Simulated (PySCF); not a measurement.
# C2H7NOSi: geometry, spin-spin couplings

Aim: predict the spin-spin couplings of C2H7NOSi (`C=CO[SiH2]N`).

Programs: PySCF 2.14.0, with density-fitted response routines of our own. Each step states its level of theory. These are calculated values for one molecule in the gas phase, unless marked as measured. Atoms count from 0, in the outputs and in this text.

## (1) The molecule as given

12 atoms, charge 0, multiplicity 1; geometry from: GFN2-xTB. The atoms were then displaced at random by about 0.01 Å, so the start is not that level's minimum.

Bonds of the start (Å): C0–C1 1.31, C1–O2 1.35, O2–Si3 1.58, Si3–N4 1.73, C0–H5 1.06, C0–H6 1.10, C1–H7 1.09, Si3–H8 1.43, Si3–H9 1.49, N4–H10 1.01, N4–H11 1.03.

## (2) Geometry optimisation at PBE0-D3(BJ)/def2-SVP

Job settings and geometry (Å):

```
{"job": {"xc": "PBE0", "basis": "def2-SVP", "d3": "d3bj", "grid": 1, "shake": 0.01, "kind": "geom"}, "charge": 0, "multiplicity": 1}
C      1.854240     0.592000    -0.017640
C      1.446890    -0.526950     0.523790
O      0.230280    -1.107810     0.395530
Si    -1.065530    -0.717600    -0.428080
N     -1.659000     0.833640     0.044970
H      2.820530     1.005250     0.133790
H      1.173120     1.188450    -0.636810
H      2.133340    -1.103350     1.147150
H     -0.880710    -0.596690    -1.845450
H     -1.898180    -1.883500    -0.026710
H     -2.515550     1.195190    -0.337070
H     -1.599740     1.093110     1.037500
```

The run is started by

```console
> OMP_NUM_THREADS=1 python probes_run.py task.json out
```

The driver reads the jobs from task.json and runs them one after another.

Output:

```text
step   0  E = -499.30617242  max force = 0.061406
step   1  E = -499.31675281  max force = 0.013341
step   2  E = -499.31765080  max force = 0.006090
step   3  E = -499.31745625  max force = 0.006833
step   4  E = -499.31818977  max force = 0.005490
step   5  E = -499.31841041  max force = 0.001541
step   6  E = -499.31868690  max force = 0.001011
step   7  E = -499.31935349  max force = 0.004816
step   8  E = -499.31966661  max force = 0.004019
step   9  E = -499.32004586  max force = 0.003560
step  10  E = -499.32038443  max force = 0.003017
step  11  E = -499.32061815  max force = 0.001757
step  12  E = -499.32080811  max force = 0.002235
step  13  E = -499.32095970  max force = 0.004371
step  14  E = -499.32100802  max force = 0.004492
step  15  E = -499.32109991  max force = 0.001343
step  16  E = -499.32111347  max force = 0.000502
step  17  E = -499.32111722  max force = 0.000603
step  18  E = -499.32111870  max force = 0.000483
step  19  E = -499.32112036  max force = 0.000209
optimisation converged
```

Run time: 1.9 min. Hardware: 1 thread of Arm Neoverse N1, shared host; peak memory 0.45 GiB.

Relaxation path: (the energy doesn't fall at every step)

| step | energy from step 0 (eV) | largest force component (eV/Å) |
| --- | --- | --- |
| 0 | 0.0000 | 3.1576 |
| 1 | -0.2879 | 0.6860 |
| 2 | -0.3123 | 0.3132 |
| 3 | -0.3070 | 0.3514 |
| 4 | -0.3270 | 0.2823 |
| 5 | -0.3330 | 0.0792 |
| 6 | -0.3405 | 0.0520 |
| 7 | -0.3587 | 0.2476 |
| 8 | -0.3672 | 0.2067 |
| 9 | -0.3775 | 0.1831 |
| 10 | -0.3867 | 0.1551 |
| 11 | -0.3931 | 0.0903 |
| 12 | -0.3983 | 0.1149 |
| 13 | -0.4024 | 0.2248 |
| 14 | -0.4037 | 0.2310 |
| 15 | -0.4062 | 0.0691 |
| 16 | -0.4066 | 0.0258 |
| 17 | -0.4067 | 0.0310 |
| 18 | -0.4067 | 0.0248 |
| 19 | -0.4068 | 0.0107 |

Distances of close pairs at the start and the end, largest changes first:

| bond | before (Å) | after (Å) | change (Å) |
| --- | --- | --- | --- |
| O2–Si3 | 1.584 | 1.692 | +0.108 |
| Si3–H8 | 1.434 | 1.490 | +0.055 |
| C0–C1 | 1.308 | 1.337 | +0.029 |
| C0–H5 | 1.062 | 1.091 | +0.029 |
| N4–H11 | 1.028 | 1.013 | -0.014 |
| Si3–N4 | 1.727 | 1.714 | -0.013 |
| C1–O2 | 1.354 | 1.343 | -0.011 |
| N4–H10 | 1.005 | 1.013 | +0.008 |

The end geometry stands in the next job.

| at the end point | value |
| --- | --- |
| point group (found at 0.08 Å tolerance) | C1 |
| rotational constants (GHz, main isotopes) | 7.301, 2.658, 2.178 |
| dipole moment (D) | 1.60 |

## (3) Spin-spin couplings: B3LYP/6-31G*

Job settings and geometry (Å):

```
{"job": {"kind": "j", "xc": "B3LYP", "basis": "6-31G*"}, "charge": 0, "multiplicity": 1}
C      1.802909     0.580376    -0.051827
C      1.462278    -0.600201     0.475644
O      0.253771    -1.186527     0.455856
Si    -1.128976    -0.692522    -0.385707
N     -1.858063     0.770942     0.129610
H      2.832739     0.928672     0.035461
H      1.092669     1.224185    -0.576342
H      2.204001    -1.213188     1.001645
H     -0.750715    -0.525297    -1.816793
H     -2.065196    -1.814168    -0.131804
H     -1.498147     1.668882    -0.170900
H     -2.308350     0.839549     1.034915
```

Level: B3LYP/6-31G* indirect spin-spin coupling, non-relativistic, gas phase.

Output:

```text
coarse grid: 10288 points
cycle   1  E = -499.8534615760  dE =  4.904e-01  |g| = 7.605e-01  |ddm| = 3.096e+00
cycle   2  E = -499.7100583095  dE =  1.434e-01  |g| = 1.142e+00  |ddm| = 1.511e+00
cycle   3  E = -499.9664722564  dE = -2.564e-01  |g| = 1.474e-01  |ddm| = 1.009e+00
cycle   4  E = -499.9705358183  dE = -4.064e-03  |g| = 5.904e-02  |ddm| = 1.626e-01
cycle   5  E = -499.9713439901  dE = -8.082e-04  |g| = 1.713e-02  |ddm| = 6.223e-02
cycle   6  E = -499.9714194081  dE = -7.542e-05  |g| = 3.567e-03  |ddm| = 1.785e-02
cycle   7  E = -499.9714224508  dE = -3.043e-06  |g| = 8.913e-04  |ddm| = 3.519e-03
final grid: 94152 points
cycle   8  E = -499.9177575375  dE = -8.225e-06  |g| = 6.077e-03  |ddm| = 1.332e-02
cycle   9  E = -499.9177485884  dE =  8.949e-06  |g| = 8.916e-03  |ddm| = 1.134e-02
cycle  10  E = -499.9177658910  dE = -1.730e-05  |g| = 8.819e-04  |ddm| = 6.647e-03
cycle  11  E = -499.9177660696  dE = -1.786e-07  |g| = 2.138e-04  |ddm| = 9.699e-04
cycle  12  E = -499.9177660777  dE = -8.118e-09  |g| = 9.005e-05  |ddm| = 2.351e-04
cycle  13  E = -499.9177660796  dE = -1.921e-09  |g| = 1.710e-05  |ddm| = 8.833e-05
cycle  14  E = -499.9177660797  dE = -7.662e-11  |g| = 6.223e-06  |ddm| = 2.302e-05
converged SCF energy = -499.9177660797

Indirect spin-spin couplings (Hz)
  i      j    bonds     total        FC       PSO       DSO        SD
  0 C    1 C    1     92.671   100.039    -7.552     0.184         -
  0 C    2 O    2      1.871    -0.080     1.920     0.031         -
  0 C    3 Si   3     -3.668    -3.607    -0.026     0.007    -0.042
  0 C    5 H    1    171.343   170.055     0.613     0.675         -
  0 C    6 H    1    165.689   164.209     0.701     0.779         -
  0 C    7 H    2      8.188     9.426    -0.746    -0.492         -
  0 C    8 H    4      0.426     0.402    -0.060     0.084         -
  0 C    9 H    4     -0.661    -0.362     0.108    -0.407         -
  0 C   10 H    5      0.189     0.166    -0.135     0.158         -
  1 C    2 O    1      7.238     4.163     3.224    -0.149         -
  1 C    3 Si   2      1.745     1.508     0.188     0.048     0.002
  1 C    4 N    3      0.224     0.192     0.016     0.016    -0.000
  1 C    5 H    2      2.082     3.579    -1.126    -0.372         -
  1 C    6 H    2     -5.543    -3.975    -1.188    -0.380         -
  1 C    7 H    1    183.873   182.941    -0.106     1.038         -
  1 C    8 H    3     -0.116     0.008    -0.047    -0.077         -
  1 C    9 H    3      5.049     5.394     0.148    -0.492         -
  1 C   10 H    4     -0.221    -0.096    -0.036    -0.090         -
  2 O    3 Si   1    -20.193   -15.955    -4.634     0.062     0.335
  2 O    4 N    2      1.304     0.990     0.128    -0.012     0.198
  2 O    5 H    3     -3.076    -3.734     0.384     0.274         -
  2 O    6 H    3     -1.406    -1.897     0.462     0.029         -
  2 O    7 H    2    -17.419   -17.598     0.076     0.103         -
  2 O    8 H    2     -4.037    -4.377     0.228     0.112         -
  2 O    9 H    2    -20.754   -20.914     0.121     0.040         -
  2 O   10 H    3      0.933     0.859    -0.083     0.157         -
  2 O   11 H    3      0.566     0.601    -0.139     0.104         -
  3 Si   4 N    1     16.555    19.066    -2.757     0.035     0.211
  3 Si   5 H    4      0.472     0.290    -0.090     0.247     0.025
  3 Si   6 H    4      0.313     0.197     0.232    -0.172     0.056
  3 Si   7 H    3     -8.335    -8.423    -0.215     0.382    -0.079
  3 Si   8 H    1   -210.237  -210.380     0.954    -0.377    -0.434
  3 Si   9 H    1   -230.506  -230.668     0.982    -0.360    -0.459
  3 Si  10 H    2      0.283    -0.989     0.917     0.347     0.007
  3 Si  11 H    2      0.528    -0.754     0.916     0.353     0.014
  4 N    7 H    4     -0.217    -0.279    -0.063     0.136    -0.011
  4 N    8 H    2     -7.503    -7.734     0.118     0.099     0.015
  4 N    9 H    2     -7.882    -8.118     0.110     0.114     0.012
  4 N   10 H    1    -76.795   -73.488    -2.647    -0.344    -0.316
  4 N   11 H    1    -76.117   -72.832    -2.635    -0.339    -0.311
  5 H    6 H    2     -3.503    -2.432     2.075    -3.145         -
  5 H    7 H    3      6.279     6.803    -0.059    -0.465         -
  5 H    8 H    5     -0.222     0.099     0.470    -0.790         -
  5 H    9 H    5     -0.744     0.094     0.632    -1.470         -
  5 H   10 H    6     -0.183    -0.004     0.227    -0.406         -
  5 H   11 H    6     -0.481    -0.023     0.552    -1.010         -
  6 H    7 H    3     12.860    14.468     1.459    -3.067         -
  6 H    8 H    5      1.197     0.523    -0.726     1.401         -
  6 H    9 H    5     -1.146     0.038     0.356    -1.540         -
  6 H   10 H    6      1.050    -0.032    -1.267     2.348         -
  6 H   11 H    6     -0.280    -0.023     0.326    -0.583         -
  7 H    9 H    4     -0.476     0.194     0.713    -1.382         -
  7 H   10 H    5     -0.633    -0.071     0.641    -1.203         -
  7 H   11 H    5     -0.595    -0.087     0.593    -1.101         -
  8 H    9 H    2     14.877    16.812     0.148    -2.083         -
  8 H   10 H    3      0.524     0.876    -0.067    -0.285         -
  8 H   11 H    3      9.651    11.408     1.212    -2.968         -
  9 H   10 H    3      9.562    11.338     1.180    -2.956         -
  9 H   11 H    3     -0.015     0.488     0.066    -0.569         -
 10 H   11 H    2     -8.321    -7.558     3.857    -4.620         -
```

It took 12 s on 1 thread of Arm Neoverse N1, shared host; peak memory 0.5 GiB.

The basis is not made for couplings: without tight functions at the nuclei these values are rough.

A choice of the couplings up to four bonds, sorted by the number of bonds, with means over like pairs; isotopes 13C, 1H, 15N, 17O, 29Si:

| pair | bonds | J (Hz) | Fermi contact (Hz) | dihedral (°) |
| --- | --- | --- | --- | --- |
| Si3–H8 | 1 | -220.4 | -220.5 | – |
| C1–H7 | 1 | 183.9 | 182.9 | – |
| C0–H5 | 1 | 171.3 | 170.1 | – |
| C0–H6 | 1 | 165.7 | 164.2 | – |
| C0–C1 | 1 | 92.7 | 100.0 | – |
| N4–H10 | 1 | -76.5 | -73.2 | – |
| O2–Si3 | 1 | -20.2 | -16.0 | – |
| Si3–N4 | 1 | 16.6 | 19.1 | – |
| C1–O2 | 1 | 7.2 | 4.2 | – |
| O2–H7 | 2 | -17.4 | -17.6 | – |
| H8–H9 | 2 | 14.9 | 16.8 | – |
| O2–H8 | 2 | -12.4 | -12.6 | – |
| H10–H11 | 2 | -8.3 | -7.6 | – |
| C0–H7 | 2 | 8.2 | 9.4 | – |
| N4–H8 | 2 | -7.7 | -7.9 | – |
| C1–H6 | 2 | -5.5 | -4.0 | – |
| H5–H6 | 2 | -3.5 | -2.4 | – |
| C1–H5 | 2 | 2.1 | 3.6 | – |
| H6–H7 | 3 | 12.9 | 14.5 | -180 |
| Si3–H7 | 3 | -8.3 | -8.4 | -172 |
| H5–H7 | 3 | 6.3 | 6.8 | 1 |
| H8–H10 | 3 | 4.9 | 6.0 | – |
| C0–Si3 | 3 | -3.7 | -3.6 | 8 |
| O2–H5 | 3 | -3.1 | -3.7 | -180 |
| C1–H8 | 3 | 2.5 | 2.7 | – |
| O2–H6 | 3 | -1.4 | -1.9 | 0 |

The spin-dipole term was solved for some atoms only; pairs without it lack that part.

The response was solved for the nuclei of C, H, N, Si alone, so couplings that need other nuclei can be missing.

Quadrupole couplings from the field gradients of the same density:

| atom | isotope | eQq/h (MHz) | η |
| --- | --- | --- | --- |
| O2 | 17O | -8.493 | 0.06 |
| N4 | 14N | -4.181 | 0.35 |

## (4) Outcome

| quantity | value |
| --- | --- |
| point group | C1 |
| rotational constants (main isotopes) | 7.30, 2.66, 2.18 GHz |
| largest coupling of the table (B3LYP/6-31G*) | 1J(Si,H) Si3–H8, -220.4 Hz |

**Reading.** Over 19 steps the energy fell by 0.407 eV; of the close pairs, O2–Si3 changed most, 1.584 to 1.692 Å. Of the pairs tabulated at B3LYP/6-31G*, Si3–H8 (mean over like pairs) couples most strongly (-220.4 Hz; Fermi contact -220.5 Hz). Couplings across rotatable bonds belong to this one conformer; where others are populated, the observed values are averages. Couplings from bases without tight functions are rough.
